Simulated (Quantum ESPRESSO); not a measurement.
# Na4BI (P6/mmm) in Quantum ESPRESSO: reference runs

How does Na4BI come out in PBE? The cell is run as given.

All numbers are computed with Quantum ESPRESSO 7.5; they aren't measurements. Logs are shortened: lines on timing, memory, paths and dates and some standing lists are left out, and cuts for length are marked.

**1. Starting point**

It takes space group P6/mmm (No. 191, hexagonal). Conventional cell: a = 5.666 Å, b = 5.666 Å, c = 5.465 Å, α = 90.00°, β = 90.00°, γ = 120.00°. Na (site symmetry -6m2) is surrounded by 2 Na at 2.73 Å. Na (site symmetry -6m2) is surrounded by 2 Na at 2.73 Å. Around B (site symmetry 6/mmm) lie 2 I at 2.73 Å. I (site symmetry 6/mmm) is surrounded by 2 B at 2.73 Å.

The cell was built by a generator and needn't be a form met in nature.

**2. Single point, PBE**

Input file pw.in:

```
&CONTROL
  calculation = 'scf'
  prefix = 'pwscf'
  outdir = './tmp'
  pseudo_dir = './pseudo'
  tprnfor = .true.
  tstress = .true.
  disk_io = 'nowf'
/
&SYSTEM
  ibrav = 0
  nat = 6
  ntyp = 3
  ecutwfc = 55
  ecutrho = 440
  nbnd = 32
  occupations = 'smearing'
  smearing = 'fd'
  degauss = 0.00367493
/
&ELECTRONS
  conv_thr = 1.2d-09
  electron_maxstep = 120
  mixing_beta = 0.5
/
ATOMIC_SPECIES
Na    22.9898 na_pbe_v1.5.uspp.F.UPF
B     10.8100 b_pbe_v1.4.uspp.F.UPF
I    126.9045 I.pbe-n-kjpaw_psl.0.2.UPF
CELL_PARAMETERS angstrom
   5.6659496400    0.0000000000    0.0000000000
  -2.8329748200    4.9068563300    0.0000000000
   0.0000000000    0.0000000000    5.4646953100
ATOMIC_POSITIONS crystal
Na     0.3333333300    0.6666666700    0.5000000000
Na     0.6666666700    0.3333333300    0.5000000000
Na     0.3333333300    0.6666666700    0.0000000000
Na     0.6666666700    0.3333333300    0.0000000000
B      0.0000000000    0.0000000000    0.0000000000
I      0.0000000000    0.0000000000    0.5000000000
K_POINTS automatic
6 6 5 0 0 0
```

Potentials or basis: SSSP 1.3 efficiency PBE.

On the command line:

```sh
> OMP_NUM_THREADS=1 pw.x -in pw.in > pw.out
```

pw.out:

```text
This program is part of the open-source Quantum ESPRESSO suite
     for quantum simulation of materials; please cite
         "P. Giannozzi et al., J. Phys.:Condens. Matter 21 395502 (2009);
         "P. Giannozzi et al., J. Phys.:Condens. Matter 29 465901 (2017);
         "P. Giannozzi et al., J. Chem. Phys. 152 154105 (2020);
     in publications or presentations arising from this work. More details at

     Message from routine setup:
     using ibrav=0 with symmetry is DISCOURAGED, use correct ibrav instead

     G-vector sticks info
     --------------------
     sticks:   dense  smooth     PW     G-vecs:    dense   smooth      PW
     Sum        3463    1735    499               159819    56407    8479

     Using Slab Decomposition

     bravais-lattice index     =            0
     lattice parameter (alat)  =      10.7071  a.u.
     unit-cell volume          =    1025.2708 (a.u.)^3
     number of atoms/cell      =            6
     number of atomic types    =            3
     number of electrons       =        46.00
     number of Kohn-Sham states=           32
     kinetic-energy cutoff     =      55.0000  Ry
     charge density cutoff     =     440.0000  Ry
     scf convergence threshold =      1.2E-09
     mixing beta               =       0.5000
     number of iterations used =            8  plain     mixing
     Exchange-correlation= SLA  PW   PBX  PBC
                           (   1   4   3   4   0   0   0)

     celldm(1)=  10.707093  celldm(2)=   0.000000  celldm(3)=   0.000000
     celldm(4)=   0.000000  celldm(5)=   0.000000  celldm(6)=   0.000000

     crystal axes: (cart. coord. in units of alat)
               a(1) = (   1.000000   0.000000   0.000000 )
               a(2) = (  -0.500000   0.866025   0.000000 )
               a(3) = (   0.000000   0.000000   0.964480 )

     reciprocal axes: (cart. coord. in units 2 pi/alat)
               b(1) = (  1.000000  0.577350 -0.000000 )
               b(2) = (  0.000000  1.154701  0.000000 )
               b(3) = (  0.000000 -0.000000  1.036828 )

     PseudoPot. # 1 for Na read from file:
     na_pbe_v1.5.uspp.F.UPF
     Pseudo is Ultrasoft, Zval =  9.0
     Generated by new atomic code, or converted to UPF format
     Using radial grid of  819 points,  5 beta functions with:
                l(1) =   0
                l(2) =   0
                l(3) =   1
                l(4) =   1
                l(5) =   2
     Q(r) pseudized with  8 coefficients,  rinner =    1.250   1.250   1.250
                                                       1.250   1.250

     PseudoPot. # 2 for B  read from file:
     b_pbe_v1.4.uspp.F.UPF
     Pseudo is Ultrasoft + core correction, Zval =  3.0
     Generated by new atomic code, or converted to UPF format
     Using radial grid of  781 points,  4 beta functions with:
                l(1) =   0
                l(2) =   0
                l(3) =   1
                l(4) =   1
     Q(r) pseudized with  8 coefficients,  rinner =    1.100   1.100   1.100

     PseudoPot. # 3 for I  read from file:
     I.pbe-n-kjpaw_psl.0.2.UPF
     Pseudo is Projector augmented-wave + core cor, Zval =  7.0
     Generated using "atomic" code by A. Dal Corso  v.5.0.99 svn rev. 10869
     Shape of augmentation charge: PSQ
     Using radial grid of 1247 points,  4 beta functions with:
                l(1) =   0
                l(2) =   0
                l(3) =   1
                l(4) =   1
     Q(r) pseudized with 0 coefficients

     atomic species   valence    mass     pseudopotential
     Na                9.00    22.98980     Na( 1.00)
     B                 3.00    10.81000     B ( 1.00)
     I                 7.00   126.90450     I ( 1.00)

     24 Sym. Ops., with inversion, found

   Cartesian axes

     site n.     atom                  positions (alat units)
         1        Na     tau(   1) = (  -0.0000000   0.5773503   0.4822400  )
         2        Na     tau(   2) = (   0.5000000   0.2886751   0.4822400  )
         3        Na     tau(   3) = (  -0.0000000   0.5773503   0.0000000  )
         4        Na     tau(   4) = (   0.5000000   0.2886751   0.0000000  )
         5        B      tau(   5) = (   0.0000000   0.0000000   0.0000000  )
         6        I      tau(   6) = (   0.0000000   0.0000000   0.4822400  )

     number of k points=    21  Fermi-Dirac smearing, width (Ry)=  0.0037
                       cart. coord. in units 2pi/alat
        k(    1) = (   0.0000000   0.0000000   0.0000000), wk =   0.0111111
        k(    2) = (   0.0000000   0.0000000   0.2073656), wk =   0.0222222
        k(    3) = (   0.0000000   0.0000000   0.4147312), wk =   0.0222222
        k(    4) = (   0.0000000   0.1924501   0.0000000), wk =   0.0666667
        k(    5) = (   0.0000000   0.1924501   0.2073656), wk =   0.1333333
        k(    6) = (   0.0000000   0.1924501   0.4147312), wk =   0.1333333
[... 13 lines left out ...]
        k(   20) = (   0.3333333   0.5773503   0.2073656), wk =   0.0444444
        k(   21) = (   0.3333333   0.5773503   0.4147312), wk =   0.0444444

     Dense  grid:   159819 G-vectors     FFT dimensions: (  72,  72,  72)

     Smooth grid:    56407 G-vectors     FFT dimensions: (  54,  54,  50)

     Initial potential from superposition of free atoms

     starting charge      45.9745, renormalised to      46.0000
     Starting wfcs are   28 randomized atomic wfcs +    4 random wfcs

     Self-consistent Calculation

     iteration #  1     ecut=    55.00 Ry     beta= 0.50
     Davidson diagonalization with overlap
     ethr =  1.00E-02,  avg # of iterations =  5.9

     Threshold (ethr) on eigenvalues was too large:
     Diagonalizing with lowered threshold

     Davidson diagonalization with overlap
     ethr =  9.94E-04,  avg # of iterations =  1.2

     total energy              =    -766.20148901 Ry
     estimated scf accuracy    <       0.45420224 Ry

     iteration #  2     ecut=    55.00 Ry     beta= 0.50
     Davidson diagonalization with overlap
     ethr =  9.87E-04,  avg # of iterations =  2.8

     total energy              =    -766.35254444 Ry
     estimated scf accuracy    <       0.59837273 Ry

     iteration #  3     ecut=    55.00 Ry     beta= 0.50
     Davidson diagonalization with overlap
     ethr =  9.87E-04,  avg # of iterations =  2.0

     total energy              =    -766.40662064 Ry
     estimated scf accuracy    <       0.02393065 Ry
[... 33 lines left out ...]
     total energy              =    -766.41038062 Ry
     estimated scf accuracy    <       0.00000015 Ry

     iteration #  9     ecut=    55.00 Ry     beta= 0.50
     Davidson diagonalization with overlap
     ethr =  3.29E-10,  avg # of iterations =  4.0

     total energy              =    -766.41038073 Ry
     estimated scf accuracy    <       0.00000006 Ry

     iteration # 10     ecut=    55.00 Ry     beta= 0.50
     Davidson diagonalization with overlap
     ethr =  1.27E-10,  avg # of iterations =  2.0

     End of self-consistent calculation

          k = 0.0000 0.0000 0.0000 (  7081 PWs)   bands (ev):

   -49.5361 -49.5304 -48.6715 -48.6658 -21.5443 -21.5311 -21.4609 -21.4609
   -21.4158 -21.4158 -20.6730 -20.6632 -20.5731 -20.5731 -20.5280 -20.5280
    -9.7255  -0.7582  -0.5931   0.0630   0.0630   2.5575   5.1774   5.1774
     5.6808   5.6808   6.7274   7.5797   8.2611   9.4256   9.4256   9.4627

          k = 0.0000 0.0000 0.2074 (  7056 PWs)   bands (ev):

   -49.5360 -49.5303 -48.6716 -48.6659 -21.5347 -21.5221 -21.4607 -21.4607
   -21.4157 -21.4157 -20.6838 -20.6733 -20.5733 -20.5733 -20.5281 -20.5281
    -9.7087  -1.8914   0.1138   0.1138   0.9909   2.7689   4.8216   4.8216
     5.6599   5.8380   5.8380   7.7886   8.2240   8.7379   8.7379   9.6272

          k = 0.0000 0.0000 0.4147 (  7062 PWs)   bands (ev):

   -49.5359 -49.5302 -48.6718 -48.6661 -21.5186 -21.5069 -21.4604 -21.4604
   -21.4155 -21.4155 -20.7018 -20.6900 -20.5736 -20.5736 -20.5283 -20.5283
    -9.6810  -2.5345   0.2027   0.2027   2.7833   3.4169   4.3496   4.3496
     4.4901   6.0100   6.2411   6.2411   7.6193   7.6193   8.3777   9.3790
[... 31 lines left out ...]
   -49.5348 -49.5315 -48.6704 -48.6671 -21.5320 -21.5247 -21.4641 -21.4539
   -21.4234 -21.4124 -20.6816 -20.6755 -20.5762 -20.5658 -20.5359 -20.5252
    -9.6777  -1.7745  -0.5433   0.0039   1.1431   3.2947   4.0556   4.5608
     5.4951   6.6459   7.0954   7.3843   8.2470   8.8317   9.5942  10.0257

          k = 0.0000 0.3849 0.4147 (  7075 PWs)   bands (ev):

   -49.5347 -49.5314 -48.6706 -48.6673 -21.5161 -21.5094 -21.4638 -21.4536
   -21.4232 -21.4122 -20.6993 -20.6925 -20.5765 -20.5661 -20.5361 -20.5254
    -9.6515  -2.4153  -0.3858   0.1002   2.7659   3.1680   4.0561   4.3411
     5.5512   5.8691   6.0693   7.2497   7.4170   8.6769   9.8941  10.5854

          k = 0.0000-0.5774 0.0000 (  7026 PWs)   bands (ev):

   -49.5342 -49.5323 -48.6696 -48.6677 -21.5399 -21.5355 -21.4653 -21.4510
   -21.4269 -21.4116 -20.6697 -20.6665 -20.5769 -20.5621 -20.5394 -20.5242
    -9.6828  -0.7936  -0.5156  -0.5107  -0.0861   3.7268   3.7303   4.9041
     6.0563   6.3803   7.8553   7.9938   8.2112   8.5285   9.2854   9.3065

          k = 0.0000-0.5774 0.2074 (  7054 PWs)   bands (ev):

   -49.5341 -49.5322 -48.6697 -48.6678 -21.5305 -21.5263 -21.4651 -21.4508
   -21.4267 -21.4114 -20.6803 -20.6768 -20.5771 -20.5623 -20.5396 -20.5243
    -9.6672  -1.7299  -0.7032  -0.0304   1.1776   3.2257   3.9161   4.4964
     5.9701   6.8784   7.1316   7.9344   8.2369   8.7069   8.8081   9.4299

          k = 0.0000-0.5774 0.4147 (  7068 PWs)   bands (ev):

   -49.5340 -49.5321 -48.6699 -48.6680 -21.5147 -21.5108 -21.4648 -21.4505
   -21.4265 -21.4112 -20.6978 -20.6939 -20.5774 -20.5626 -20.5398 -20.5246
    -9.6417  -2.3726  -0.5325   0.0681   2.5811   3.1590   3.9774   4.4134
     5.6614   6.0706   6.1238   7.6338   8.2430   9.0242   9.1242   9.6928

          k = 0.1667 0.2887 0.0000 (  7089 PWs)   bands (ev):

   -49.5352 -49.5314 -48.6706 -48.6668 -21.5421 -21.5333 -21.4643 -21.4546
   -21.4226 -21.4127 -20.6714 -20.6648 -20.5759 -20.5665 -20.5347 -20.5252
    -9.6989  -0.7109  -0.5453  -0.3804  -0.0894   3.3757   4.4692   4.8969
     5.3970   6.3217   6.7741   7.8172   9.2106   9.2904   9.4731   9.7133

          k = 0.1667 0.2887 0.2074 (  7064 PWs)   bands (ev):

   -49.5351 -49.5313 -48.6707 -48.6669 -21.5326 -21.5242 -21.4641 -21.4544
   -21.4225 -21.4126 -20.6820 -20.6750 -20.5761 -20.5667 -20.5349 -20.5253
    -9.6829  -1.7957  -0.4185  -0.0319   1.1266   3.3163   4.3079   4.4606
     5.2795   6.4253   6.9506   7.6882   8.2444   8.5822   9.8607   9.8805
[... 38 lines left out ...]
   -49.5332 -49.5332 -48.6688 -48.6688 -21.5283 -21.5283 -21.4679 -21.4384
   -21.4384 -21.4094 -20.6785 -20.6785 -20.5791 -20.5508 -20.5508 -20.5225
    -9.6621  -1.7097  -0.4565  -0.4565   1.1999   3.5302   3.5302   5.5406
     5.5406   6.3140   7.1474   7.1474   8.2635   9.0124   9.8933   9.8933

          k = 0.3333 0.5774 0.4147 (  7065 PWs)   bands (ev):

   -49.5330 -49.5330 -48.6690 -48.6690 -21.5127 -21.5127 -21.4676 -21.4382
   -21.4382 -21.4093 -20.6959 -20.6959 -20.5795 -20.5511 -20.5511 -20.5227
    -9.6368  -2.3521  -0.3100  -0.3100   2.9809   2.9809   3.1858   5.6638
     5.6638   6.0354   6.7069   7.2427   7.2427   7.9644  10.3029  10.3030

     the Fermi energy is     4.3568 ev

!    total energy              =    -766.41038075 Ry
     estimated scf accuracy    <          2.2E-10 Ry
     smearing contrib. (-TS)   =      -0.00203479 Ry
     internal energy E=F+TS    =    -766.40834596 Ry

     The total energy is F=E-TS. E is the sum of the following terms:
     one-electron contribution =    -331.71109823 Ry
     hartree contribution      =     175.08005261 Ry
     xc contribution           =    -101.80676345 Ry
     ewald contribution        =    -187.44567616 Ry
     one-center paw contrib.   =    -320.52486074 Ry

     convergence has been achieved in  10 iterations

     Forces acting on atoms (cartesian axes, Ry/au):

     atom    1 type  1   force =     0.00000000    0.00000000    0.00000000
     atom    2 type  1   force =    -0.00000000   -0.00000000    0.00000000
     atom    3 type  1   force =     0.00000000    0.00000000   -0.00000000
     atom    4 type  1   force =     0.00000000    0.00000000    0.00000000
     atom    5 type  2   force =     0.00000000    0.00000000    0.00000000
     atom    6 type  3   force =     0.00000000   -0.00000000    0.00000000

     Total force =     0.000000     Total SCF correction =     0.000000

     Computing stress (Cartesian axis) and pressure

          total   stress  (Ry/bohr**3)                   (kbar)     P=       26.12
  -0.00005972  -0.00000000   0.00000000           -8.79       -0.00        0.00
  -0.00000000  -0.00005972   0.00000000           -0.00       -8.79        0.00
   0.00000000   0.00000000   0.00065207            0.00        0.00       95.92

=------------------------------------------------------------------------------=
   JOB DONE.
=------------------------------------------------------------------------------=
```

Run time: 73 s. Hardware: 1 thread of Intel Xeon Platinum 8488C (Sapphire Rapids), shared host; peak memory 0.49 GiB.

What came out:

* Free energy: -10427.5444 eV
* Pressure: 2.6 GPa
* Band gap on the k mesh: none (metal or under the smearing width)

Levels at points of the mesh, in eV from the Fermi level:
| k point | band 20 | band 21 | band 22 | band 23 | band 24 | band 25 | band 26 | band 27 |
| --- | --- | --- | --- | --- | --- | --- | --- | --- |
| (0.00, 0.00, 0.00) | -4.29 | -4.29 | -1.80 | 0.82 | 0.82 | 1.32 | 1.32 | 2.37 |
| (0.00, -0.50, 0.00) | -4.87 | -4.44 | -0.63 | -0.63 | 0.55 | 1.70 | 2.02 | 3.50 |

The run has no spin-orbit coupling, so splittings on I are missing.
